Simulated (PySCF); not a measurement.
# C4H2ClF3O: the cost of one run

Computed with PySCF 2.14.0 and routines of our own; the level stands in each step. Atoms count from 0.

## (1) The starting structure

11 atoms, charge 0, multiplicity 1; geometry from: GFN2-xTB.

## (2) Magnetic properties: GIAO PBE/pcSseg-1

Job settings and geometry (Å):

```
{"job": {"kind": "mag", "xc": "PBE", "basis": "pcSseg-1", "isotopologues": 0}, "charge": 0, "multiplicity": 1}
O      2.097517     1.344143    -0.152055
C      0.907541     1.208823    -0.221692
C      0.184703    -0.054711     0.026020
C      0.760912    -1.224721     0.360755
Cl     2.413421    -1.436660     0.554703
C     -1.312589     0.027969    -0.119739
F     -1.845962     0.917718     0.731541
F     -1.671407     0.423802    -1.350611
F     -1.931201    -1.136614     0.104492
H      0.238610     2.046897    -0.485118
H      0.163880    -2.113974     0.525741
```

Level: GIAO PBE/pcSseg-1 magnetisability, rotational g tensor and spin-rotation constants, non-relativistic, gas phase.

The run is started by

```sh
OMP_NUM_THREADS=1 python excited_run.py task.json out
```

One launch serves the whole session: the jobs run in the order shown.

Q: Estimate the wall time and peak memory of this first job on 1 thread of Arm Neoverse V1, shared host.

About 49 s, with a peak of 0.64 GiB.
